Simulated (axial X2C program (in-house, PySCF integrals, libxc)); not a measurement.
# InN: from the state search to constants

What are the state, bond length, wavenumber and bond energy of InN, and what does spin–orbit coupling change?

Program: an in-house X2C program for linear molecules on PySCF integrals. Level of theory: all-electron X2C, In dyall-cv3z, N dyall-av3z. These are calculated values, not measurements.

## 1. Set-up

File task.json:

```json
{"zs": [49, 7], "q": 0, "bas": ["dyall-cv3z", "dyall-av3z"], "levels": ["PBE0", "HF", "PBE50"], "cc": true, "r0": 1.96, "thr": -2.0, "nmax": 110, "npts": 10, "nst": 2, "ntry": 8}
```

Keys: zs atomic numbers; q charge; bas basis sets; levels methods (HF also brings MP2); cc coupled cluster on or off; r0 starting distance in Å; thr threshold in hartree for freezing inner shells (an s shell follows its p shell); nmax most natural virtual spinors; npts points asked for on the curve; nst determinants followed; ntry starts of the search.

Command:

```bash
> python so2c.py task.json out
```

Spin-free means the one-electron spin-free X2C Hamiltonian; two-component (2c) means X2C with spin–orbit coupling and atomic mean-field two-electron Coulomb and Gaunt terms. Basis: In dyall-cv3z contracted to [11s12p9d4f1g], N dyall-av3z contracted to [7s7p3d2f]; Gaussian nuclei, density fitting. Masses: In 114.904 u, N 14.003 u.

Notation: σ, π±, δ± give the projection m of an orbital's angular momentum (0, ±1, ±2), α and β its spin, Λ and M_S the sums; ω is the projection of a spinor's total angular momentum and Ω the sum. Logs are in hartree.

The results follow Hamiltonian by Hamiltonian and level by level.

## 2. State search with PBE0

PBE0 moves the distance from 1.960 Å to 2.219 Å and compares determinants there.

Spin-free determinants:

```json
{"ΔE (eV)": "0.00", "state": "M_S = 1, Λ = 0", "open shells": "beyond closed shells: π+α, π-α"}
{"ΔE (eV)": "0.46", "state": "M_S = 1, Λ = 1", "open shells": "beyond closed shells: σα, π+α, π+β, π-α"}
{"ΔE (eV)": "0.91", "state": "M_S = 0, Λ = 1", "open shells": "beyond closed shells: σβ, π+α, π+β, π-α"}
{"ΔE (eV)": "1.53", "state": "M_S = 0, Λ = 0", "open shells": "beyond closed shells: π+β, π-α"}
{"ΔE (eV)": "1.53", "state": "M_S = 0, Λ = 2", "open shells": "beyond closed shells: π+α, π+β"}
{"ΔE (eV)": "2.13", "state": "M_S = 2, Λ = 1", "open shells": "beyond closed shells: σα, 2 × π+α, π-α"}
{"ΔE (eV)": "3.07", "state": "M_S = 1, Λ = 1", "open shells": "beyond closed shells: σβ, 2 × π+α, π-α"}
```

Two-component determinants:

```
ΔE (eV)  state                                  open shells
   0.00  Ω = 1      excess of +ω over −ω: ω = -1/2, ω = 3/2
   0.43  Ω = 2       excess of +ω over −ω: ω = 1/2, ω = 3/2
   0.94  Ω = 1            excess of +ω over −ω: 2 × ω = 1/2
   1.51  Ω = 0                                 closed shell
   1.56  Ω = 0                                 closed shell
   2.23  Ω = 3            excess of +ω over −ω: 2 × ω = 3/2
   2.98  Ω = 0  excess of +ω over −ω: 3 × ω = 1/2, ω = -3/2
```

## 3. PBE0, spin-free

State followed: M_S = 1, Λ = 0 (beyond closed shells: π+α, π-α). The scan is laid around 2.219 Å, a first estimate of the minimum, and this SCF restarts from the orbitals of the search.

Output at 2.219 Å:

```text
spin-free X2C-1e  PBE0
basis functions 186  fitting functions 940  grid points 5082
iter        total energy     max residual
   1      -5935.308814120     8.97e-06
   2      -5935.308814122     9.35e-06
converged
one-electron -8331.77711600  Coulomb 2482.43990776  exact exchange -41.29906454  xc functional -126.46964966  nuclear repulsion 81.79710831
```

Along the bond, energies from the lowest point:

```tsv
R (Å)	E (eV)	μ (D)	HOMO (eV)	LUMO (eV)	iterations
1.931	0.5517	-1.19	-5.69	-3.31	11
2.019	0.2221	-1.62	-5.68	-3.06	10
2.086	0.0846	-1.94	-5.65	-2.90	10
2.152	0.0162	-2.25	-5.61	-2.76	10
2.219	0.0000	-2.56	-5.54	-2.64	2
2.297	0.0297	-2.92	-5.45	-2.53	12
2.374	0.0968	-3.25	-5.35	-2.45	12
2.474	0.2196	-3.66	-5.20	-2.38	12
2.596	0.4007	-4.09	-5.01	-2.34	13
2.774	0.6815	-4.51	-4.72	-2.33	13
```

Dipoles are positive if N is the positive end.

Outer orbitals at the reference distance:

```csv
symmetry,occupied,ε (eV),atomic character
σα,yes,-21.81,"64% In d, 31% N s"
δ+α,yes,-21.38,100% In d
δ-α,yes,-21.38,100% In d
δ-β,yes,-21.37,100% In d
δ+β,yes,-21.37,100% In d
σβ,yes,-21.30,"95% In d, 3% N s"
π-α,yes,-21.16,99% In d
π+α,yes,-21.16,99% In d
π+β,yes,-21.14,99% In d
π-β,yes,-21.14,99% In d
σα,yes,-19.99,"53% N s, 39% In d, 4% In p"
σβ,yes,-16.79,"78% N s, 8% In d, 6% In p"
σα,yes,-9.69,"50% In s, 41% N p, 5% N s"
σβ,yes,-9.24,"57% In s, 31% N p, 7% N s"
π+α,yes,-8.32,"93% N p, 4% In p, 2% In d"
π-α,yes,-8.32,"93% N p, 4% In p, 2% In d"
σα,yes,-6.28,"50% N p, 23% In s, 22% In p"
σβ,yes,-5.54,"55% N p, 26% In p, 14% In s"
π+β,no,-2.64,"52% In p, 46% N p, 2% N d"
π-β,no,-2.64,"52% In p, 46% N p, 2% N d"
π+α,no,-1.68,"84% In p, 8% N p, 4% N d"
π-α,no,-1.68,"84% In p, 8% N p, 4% N d"
```

PBE0 fields in the half plane through the axis: z from -2.4 to 4.5 Å across, distance from the axis 0.15 to 2.25 Å upwards; In lies at z = 0 and N at z = 2.219 Å; the ELF is damped to zero where the density is low.

log10 density (e/bohr³). Ten even steps from '0' (-4.83 ) to '9' (1.81 ):
```
111222222222211111111000
122223333332222222211100
122333333333333333222110
223334444444334443332211
233344555544444444433221
233445566655555555443321
233455677765556666544322
334455789875566776554322
```

ELF. Ten even steps from '0' (0.00 ) to '9' (0.95 ):
```
000234432100000000000000
014677653210000000000000
147887643210011112110000
379986432221123344432100
699975322221246677764200
899863244421378889886520
999853477741489789998630
999853637361498319998740
```

Re = 2.210 Å, ωe = 446 cm⁻¹, ωexe = 2.61 cm⁻¹, Be = 0.2765 cm⁻¹, De = 1.91 eV, μ = -2.52 D.

## 4. HF, spin-free

The SCF at the reference distance of 2.219 Å:

```text
spin-free X2C-1e  HF
basis functions 186  fitting functions 940  grid points 5082
iter        total energy     max residual
   1      -5932.736358075     2.10e-01
   2      -5932.762747053     4.99e-03
   3      -5932.764036033     2.01e-03
   4      -5932.764284828     1.38e-03
   5      -5932.764358314     1.00e-03
   6      -5932.764432039     5.98e-04
   7      -5932.764480432     3.88e-04
   8      -5932.764499765     2.23e-04
   9      -5932.764502716     6.81e-05
  10      -5932.764503002     2.21e-05
  11      -5932.764503038     7.49e-06
  12      -5932.764503041     3.22e-06
  13      -5932.764503041     1.30e-06
converged
one-electron -8331.05997413  Coulomb 2481.81430808  exact exchange -165.31594531  xc functional 0.00000000  nuclear repulsion 81.79710831
```

No constants are quoted: the solution changes its character somewhere along the scan, so the fit is set aside.

## 5. PBE50, spin-free

Output at 2.219 Å:

```text
spin-free X2C-1e  PBE50
basis functions 186  fitting functions 940  grid points 5082
iter        total energy     max residual
   1      -5935.383147592     6.95e-02
   2      -5935.386612080     1.75e-03
   3      -5935.386682427     1.77e-03
   4      -5935.386738800     3.68e-04
   5      -5935.386742564     1.54e-04
   6      -5935.386743394     1.07e-04
   7      -5935.386743897     4.52e-05
   8      -5935.386744032     2.30e-05
   9      -5935.386744069     8.90e-06
  10      -5935.386744073     2.33e-06
  11      -5935.386744074     3.16e-07
converged
one-electron -8332.04964954  Coulomb 2482.75640672  exact exchange -82.62815406  xc functional -85.26245550  nuclear repulsion 81.79710831
```

Re = 2.182 Å, ωe = 471 cm⁻¹, ωexe = 2.71 cm⁻¹, Be = 0.2837 cm⁻¹, De = 1.65 eV, μ = -2.46 D.

## 6. Correlated methods, spin-free

Correlated methods: 18 electrons correlated (frozen shells, counted by type: In 4 s, 3 p, 1 d; N 1 s), 260 virtual spinors in MP2, 109 natural virtuals in coupled cluster.

Output of the correlated part at 2.219 Å:

```text
correlated 18  virtual 260  natural virtual 109  E(MP2) -0.627465829  MP2 remainder -0.044172007
iter   CCSD correlation   residual
   1     -0.554561083   1.31e-01
   2     -0.568159074   5.01e-02
   3     -0.570602987   2.19e-02
   4     -0.570583436   8.68e-03
   5     -0.570735896   4.53e-03
   6     -0.570786383   1.87e-03
   7     -0.570779502   6.33e-04
   8     -0.570787305   2.40e-04
   9     -0.570781488   1.02e-04
  10     -0.570782652   3.66e-05
  11     -0.570782086   1.57e-05
  12     -0.570782110   6.78e-06
  13     -0.570782127   2.56e-06
(T) -0.017548127  T1 0.0254  D1 0.0631  max T2 0.075
```

T1 in the output is the amplitude norm over the root of the electron number; divide by √2 for the Lee–Taylor value.

MP2: No constants are quoted: the reference changes its character somewhere along the scan, so the fit is set aside.

CCSD: No constants are quoted: the reference changes its character somewhere along the scan, so the fit is set aside.

CCSD(T): No constants are quoted: the reference changes its character somewhere along the scan, so the fit is set aside.

## 7. A higher determinant, spin-free

State: M_S = 1, Λ = 1 (beyond closed shells: σα, π+α, π+β, π-α).

Output at the reference distance:

```text
spin-free X2C-1e  PBE0
basis functions 186  fitting functions 940  grid points 5082
iter        total energy     max residual
   1      -5935.292008118     8.74e-06
   2      -5935.292008116     2.12e-05
   3      -5935.292008120     1.51e-06
   4      -5935.292008120     1.26e-06
converged
one-electron -8331.14751454  Coulomb 2481.77921646  exact exchange -41.28447945  xc functional -126.43633890  nuclear repulsion 81.79710831
```

```tsv
R (Å)	E above the lowest PBE0 point (eV)
1.931	0.474
2.019	0.357
2.086	0.348
2.152	0.387
2.219	0.457
2.297	0.567
2.374	0.693
2.474	0.863
2.596	1.065
```

Re = 2.062 Å, ωe = 507 cm⁻¹, ωexe = 3.63 cm⁻¹, Be = 0.3176 cm⁻¹, μ = -3.33 D. Te = 0.35 eV.

## 8. The spin-free curves together

Energy (eV) of the followed determinant, spin-free, from each level's lowest point:

```tsv
R (Å)	PBE0	HF (jumps)	MP2 (its reference jumps)	CCSD (its reference jumps)	CCSD(T) (its reference jumps)	PBE50
1.931	0.552	0.563	0.514	n/a	n/a	0.475
2.019	0.222	0.220	0.195	0.221	0.229	0.169
2.086	0.085	0.080	0.066	0.083	0.089	0.050
2.152	0.016	0.013	0.006	0.015	0.018	0.000
2.219	0.000	0.000	0.000	0.000	0.000	0.002
2.297	0.030	0.032	0.047	0.032	0.029	0.052
2.374	0.097	0.095	0.144	0.103	0.098	0.139
2.474	0.220	0.193	0.345	0.240	0.235	0.283
2.596	0.401	0.288	0.657	n/a	n/a	0.485
2.774	0.682	0.349	1.011	n/a	n/a	0.774
```

## 9. PBE0, 2c

State followed: Ω = 1 (excess of +ω over −ω: ω = -1/2, ω = 3/2). The scan is laid around 2.219 Å, a first estimate of the minimum, and this SCF restarts from the orbitals of the search.

Output at 2.219 Å:

```text
two-component X2C + atomic mean field  PBE0
basis functions 186  fitting functions 940  grid points 5082
iter        total energy     max residual
   1      -5932.836282877     9.21e-06
   2      -5932.836282882     5.64e-06
   3      -5932.836282884     4.02e-06
converged
one-electron -8324.77161878  Coulomb 2481.09090662  exact exchange -41.27492369  xc functional -126.39907675  nuclear repulsion 81.79710831  atomic mean-field constant -3.27867860
```

Along the bond, energies from the lowest point:

```tsv
R (Å)	E (eV)	μ (D)	HOMO (eV)	LUMO (eV)	iterations
1.931	0.5467	-1.19	-5.71	-3.35	12
2.019	0.2203	-1.61	-5.69	-3.11	13
2.086	0.0838	-1.93	-5.66	-2.95	13
2.152	0.0160	-2.24	-5.61	-2.82	12
2.219	0.0000	-2.55	-5.55	-2.70	3
2.297	0.0298	-2.90	-5.46	-2.59	12
2.374	0.0969	-3.23	-5.36	-2.52	12
2.474	0.2193	-3.63	-5.21	-2.45	12
2.596	0.3998	-4.06	-5.01	-2.41	13
2.774	0.6783	-4.45	-4.72	-2.41	14
```

Dipoles are positive if N is the positive end.

Outer spinors at the reference distance:

```tsv
ω	occupied	ε (eV)	atomic character	λ mixture
1/2	yes	-21.97	76% In d, 21% N s	80% σ, 20% π
-3/2	yes	-21.85	100% In d	87% δ, 13% π
3/2	yes	-21.84	100% In d	86% δ, 14% π
-1/2	yes	-21.72	98% In d	52% π, 48% σ
1/2	yes	-21.21	82% In d, 15% N s	76% π, 24% σ
5/2	yes	-21.05	100% In d	100% δ
-5/2	yes	-21.04	100% In d	100% δ
-1/2	yes	-20.92	97% In d	52% σ, 48% π
3/2	yes	-20.87	99% In d	86% π, 14% δ
-3/2	yes	-20.85	99% In d	87% π, 13% δ
1/2	yes	-19.95	48% N s, 45% In d, 3% In p	96% σ, 4% π
-1/2	yes	-16.79	78% N s, 8% In d, 6% In p	100% σ
1/2	yes	-9.69	50% In s, 41% N p, 5% N s	100% σ
-1/2	yes	-9.24	57% In s, 31% N p, 7% N s	100% σ
-1/2	yes	-8.34	92% N p, 4% In p, 2% In d	100% π
3/2	yes	-8.32	93% N p, 4% In p, 3% In d	100% π
1/2	yes	-6.29	50% N p, 23% In s, 22% In p	100% σ
-1/2	yes	-5.55	55% N p, 26% In p, 14% In s	100% σ
1/2	no	-2.70	53% In p, 44% N p, 2% N d	100% π
-3/2	no	-2.59	50% In p, 48% N p	100% π
-1/2	no	-1.76	84% In p, 8% N p, 5% N d	100% π
3/2	no	-1.59	84% In p, 8% N p, 4% N d	100% π
```

PBE0 fields in the half plane through the axis: z from -2.4 to 4.5 Å across, distance from the axis 0.15 to 2.25 Å upwards; In lies at z = 0 and N at z = 2.219 Å; the ELF is damped to zero where the density is low.

log10 density (e/bohr³). Ten even steps from ' ' (-4.83 ) to '@' (1.81 ):
```
......::::::::::::::::::::................      
..::::::::------------::::::::::::::::......    
..::::------------------------------::::::....  
::::------==============----======------::::....
::------====++++++++==================----::::..
::----====++++******++++++++++++++++====----::..
::----==++++**######**++++++********++====--::::
----====++++##%%@@%%##++++****####**++++==--::::
```

ELF. Ten even steps from '0' (0.00 ) to '9' (0.95 ):
```
000234432100000000000000
014677653210000000000000
147887643211011112110000
379986432221123344432100
699975322221246677764200
899863244421378889886420
999853477741489789998630
999853637361498319998640
```

Re = 2.210 Å, ωe = 445 cm⁻¹, ωexe = 2.62 cm⁻¹, Be = 0.2765 cm⁻¹, De = 1.82 eV, μ = -2.51 D.

## 10. HF, 2c

Output at 2.219 Å:

```text
two-component X2C + atomic mean field  HF
basis functions 186  fitting functions 940  grid points 5082
iter        total energy     max residual
   1      -5930.261977201     2.10e-01
   2      -5930.288385812     5.01e-03
   3      -5930.289682027     2.08e-03
   4      -5930.289934729     1.39e-03
   5      -5930.290010525     1.02e-03
   6      -5930.290088198     6.08e-04
   7      -5930.290141234     4.01e-04
   8      -5930.290165299     2.31e-04
   9      -5930.290171341     8.83e-05
  10      -5930.290173505     7.81e-05
  11      -5930.290175495     7.47e-05
  12      -5930.290178151     6.63e-05
  13      -5930.290181296     5.09e-05
  14      -5930.290183288     3.70e-05
  15      -5930.290183609     2.64e-05
  16      -5930.290183643     2.17e-05
  17      -5930.290183663     1.67e-05
  18      -5930.290183677     1.00e-05
  19      -5930.290183684     4.35e-06
  20      -5930.290183685     1.92e-06
converged
one-electron -8324.05240754  Coulomb 2480.46337789  exact exchange -165.21958374  xc functional 0.00000000  nuclear repulsion 81.79710831  atomic mean-field constant -3.27867860
```

No constants are quoted: the solution changes its character somewhere along the scan, so the fit is set aside.

## 11. PBE50, 2c

The SCF at the reference distance of 2.219 Å:

```text
two-component X2C + atomic mean field  PBE50
basis functions 186  fitting functions 940  grid points 5082
iter        total energy     max residual
   1      -5932.909927288     6.96e-02
   2      -5932.913393878     1.74e-03
   3      -5932.913464479     1.76e-03
   4      -5932.913521149     3.72e-04
   5      -5932.913524989     1.62e-04
   6      -5932.913525844     1.09e-04
   7      -5932.913526378     4.62e-05
   8      -5932.913526525     2.34e-05
   9      -5932.913526568     9.11e-06
  10      -5932.913526574     2.52e-06
  11      -5932.913526575     1.97e-06
converged
one-electron -8325.04239096  Coulomb 2481.40560710  exact exchange -82.57986163  xc functional -85.21531080  nuclear repulsion 81.79710831  atomic mean-field constant -3.27867860
```

Re = 2.181 Å, ωe = 471 cm⁻¹, ωexe = 2.73 cm⁻¹, Be = 0.2838 cm⁻¹, De = 1.54 eV, μ = -2.45 D.

## 12. Correlated methods, 2c

Correlated methods: 18 electrons correlated (frozen shells, counted by type: In 4 s, 3 p, 1 d; N 1 s), 260 virtual spinors in MP2, 110 natural virtuals in coupled cluster.

Output of the correlated part at 2.219 Å:

```text
correlated 18  virtual 260  natural virtual 110  E(MP2) -0.627185748  MP2 remainder -0.041780872
iter   CCSD correlation   residual
   1     -0.556355385   1.32e-01
   2     -0.570014838   5.03e-02
   3     -0.572486883   2.23e-02
   4     -0.572475591   9.06e-03
   5     -0.572642121   4.84e-03
   6     -0.572698365   2.07e-03
   7     -0.572691268   7.74e-04
   8     -0.572701800   3.63e-04
   9     -0.572693171   2.03e-04
  10     -0.572695488   1.11e-04
  11     -0.572694280   6.75e-05
  12     -0.572694709   3.95e-05
  13     -0.572694881   2.15e-05
  14     -0.572694974   1.28e-05
  15     -0.572694968   6.63e-06
(T) -0.017803983  T1 0.0261  D1 0.0664  max T2 0.074
```

MP2: No constants are quoted: the reference changes its character somewhere along the scan, so the fit is set aside.

CCSD: No constants are quoted: the reference changes its character somewhere along the scan, so the fit is set aside.

CCSD(T): No constants are quoted: the reference changes its character somewhere along the scan, so the fit is set aside.

## 13. A higher determinant, 2c

State: Ω = 2 (excess of +ω over −ω: ω = 1/2, ω = 3/2).

Output at the reference distance:

```text
two-component X2C + atomic mean field  PBE0
basis functions 186  fitting functions 940  grid points 5082
iter        total energy     max residual
   1      -5932.820454648     5.32e-06
   2      -5932.820454650     6.92e-06
   3      -5932.820454650     5.95e-06
converged
one-electron -8324.17418823  Coulomb 2480.46188925  exact exchange -41.26044693  xc functional -126.36613845  nuclear repulsion 81.79710831  atomic mean-field constant -3.27867860
```

```tsv
R (Å)	E above the lowest PBE0 point (eV)
1.931	0.445
2.019	0.330
2.086	0.322
2.152	0.360
2.219	0.431
2.297	0.539
2.374	0.662
2.474	0.828
2.596	1.021
```

Re = 2.061 Å, ωe = 505 cm⁻¹, ωexe = 3.77 cm⁻¹, Be = 0.3179 cm⁻¹, μ = -3.27 D. Te = 0.32 eV.

## 14. The 2c curves together

Energy (eV) of the followed determinant, 2c, from each level's lowest point:

```tsv
R (Å)	PBE0	HF (jumps)	MP2 (its reference jumps)	CCSD (its reference jumps)	CCSD(T) (its reference jumps)	PBE50
1.931	0.547	0.560	0.517	n/a	n/a	0.471
2.019	0.220	0.220	0.189	0.219	0.226	0.167
2.086	0.084	0.081	0.062	0.082	0.087	0.049
2.152	0.016	0.014	0.004	0.015	0.017	0.000
2.219	0.000	0.000	0.000	0.000	0.000	0.002
2.297	0.030	0.031	0.051	0.033	0.030	0.053
2.374	0.097	0.092	0.156	0.106	0.102	0.139
2.474	0.219	0.183	0.384	0.254	0.250	0.283
2.596	0.400	0.256	0.760	n/a	n/a	0.484
2.774	0.678	0.257	1.138	n/a	n/a	0.768
```

Time for the job: 5.8 min (1 thread of Arm Neoverse V1, shared host); peak memory 1.8 GiB.

## 15. Results

Lowest determinant that the search found at its distance, spin-free: M_S = 1, Λ = 0 (beyond closed shells: π+α, π-α).

Lowest determinant that the search found at its distance, 2c: Ω = 1 (excess of +ω over −ω: ω = -1/2, ω = 3/2).

```
Hamiltonian  level  Re (Å)  ωe (cm⁻¹)  De (eV)  μ (D)
  spin-free   PBE0   2.210        446     1.91  -2.52
  spin-free  PBE50   2.182        471     1.65  -2.46
         2c   PBE0   2.210        445     1.82  -2.51
         2c  PBE50   2.181        471     1.54  -2.45
```

Dipoles are positive if N is the positive end. No constants: spin-free HF (the solution changes its character somewhere along the scan, so the fit is set aside); spin-free MP2 (the reference changes its character somewhere along the scan, so the fit is set aside); spin-free CCSD (the reference changes its character somewhere along the scan, so the fit is set aside); spin-free CCSD(T) (the reference changes its character somewhere along the scan, so the fit is set aside); 2c HF (the solution changes its character somewhere along the scan, so the fit is set aside); 2c MP2 (the reference changes its character somewhere along the scan, so the fit is set aside); 2c CCSD (the reference changes its character somewhere along the scan, so the fit is set aside); 2c CCSD(T) (the reference changes its character somewhere along the scan, so the fit is set aside).

Time per point (s) on 1 thread of Arm Neoverse V1, shared host (2c runs); the times are rough: PBE0 0.66, PBE50 0.78.

In words: At PBE0, going from spin-free to two-component changes Re by 0 mÅ, ωe by -0.1 %, which is small (part of it comes from the scalar share of the two-electron terms). De moves by -0.09 eV; both De rest on single-determinant atoms, which can miss part of an open shell's spin–orbit lowering.

De refers to In + N, each in the lowest determinant found, which need not be this curve's own limit. The state is a single determinant with fixed occupations, the lowest that a limited PBE0 search found. Dissociation energies refer to the lowest single-determinant-based atoms at the same level and basis. Density functionals use the spin component along the axis (collinear). With several unpaired electrons one determinant need not be a pure state.
